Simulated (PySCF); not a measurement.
# I2Nd (Nd(I)22+): the cost of one run

The runs use PySCF 2.14.0; PBE0, Nd lcecp-2-SVP with ECP48, I def2-SVP with ECP28; scalar-relativistic core potentials, no spin–orbit coupling.

1 further run of the same task is left out (for a known fault of the program).

## (1) The starting structure

3 atoms, charge 2, spin multiplicity 1.

Bond lengths: Nd1–I2 2.885 Å, Nd1–I3 2.885 Å. Angles: I2–Nd1–I3 131.8°.

Coordinates:

```
atom    x (Å)   y (Å)   z (Å)
 Nd1   0.0000  0.0000  0.0000
  I2   2.6336  0.0000  1.1786
  I3  -2.6336  0.0000  1.1786
```

Formal oxidation states: Nd +4. Each metal's 2 4f electrons lie in its core potential, so multiplicities, spins and levels count the valence alone.

## (2) SCF at the start, singlet

Input file run.py (the lines that set the calculation):

```python
mol = gto.M(atom='''
Nd     0.00000     0.00000     0.00000
I      2.63360     0.00000     1.17860
I     -2.63360     0.00000     1.17860''',
    basis={'Nd': 'lcecp-2-SVP', 'I': 'def2-SVP'},
    ecp={'Nd': 'lcecp-2-SVP', 'I': 'def2-SVP'},
    charge=2, spin=0)
mf = dft.RKS(mol, xc='PBE0')
mf.grids.atom_grid = (50, 194)  # f atoms: unpruned, at least (60, 302)
mf = mf.density_fit()  # fitting sets: Nd AutoAux, I def2-universal-JKFIT
mf.conv_tol = 1e-08; mf.max_cycle = 55
mf.kernel(dm0)  # dm0: free metal ions and neutral atoms
```

Run with:

```console
$ OMP_NUM_THREADS=2 python run.py
```

What time and memory should one allow on 2 threads of Arm Neoverse V1, shared host?

About 3 s, with a peak of 0.36 GiB.
